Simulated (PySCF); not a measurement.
# C2H8NPSi: the cost of one run

The runs use PySCF 2.14.0, with density-fitted response routines of our own; the level of theory stands in each step. All values are computed, except where a source is named. Atoms count from 0, in the outputs and in this text.

## 1. The molecule as given

13 atoms, charge 0, multiplicity 1; geometry from: PBE0-D3(BJ)/def2-SVP.

Bonds of the start (Å): C0–C1 1.34, C1–Si2 1.87, Si2–N3 1.73, Si2–P4 2.28, C0–H5 1.10, C0–H6 1.10, C1–H7 1.10, Si2–H8 1.50, N3–H9 1.01, N3–H10 1.02, P4–H11 1.43, P4–H12 1.43.

## 2. NMR shieldings: HF/pcSseg-1

Job settings and geometry (Å):

```
{"job": {"kind": "nmr", "xc": "HF", "basis": "pcSseg-1", "pop": false}, "charge": 0, "multiplicity": 1}
C      2.239363     0.024458    -0.311508
C      1.211193    -0.801841    -0.087509
Si    -0.459065    -0.276949     0.566283
N     -1.673469    -1.137269    -0.323975
P     -0.478664     2.005343     0.541135
H      3.204040    -0.332479    -0.689673
H      2.168487     1.102273    -0.119901
H      1.349253    -1.871456    -0.297911
H     -0.658626    -0.664115     1.997593
H     -2.618133    -1.165058     0.045256
H     -1.694398    -1.046219    -1.334702
H     -0.719625     2.074043    -0.866965
H     -1.867535     2.072344     0.872202
```

Method: GIAO HF/pcSseg-1 NMR shielding, non-relativistic, gas phase.

On the command line:

```sh
$ OMP_NUM_THREADS=1 python probes_run.py task.json out
```

This one command runs all jobs of the session in turn.

**Question.** How long does this first job take on 1 thread of Arm Neoverse N1, shared host, and how much memory does it need?

About 8.8 s, with a peak of 0.81 GiB.
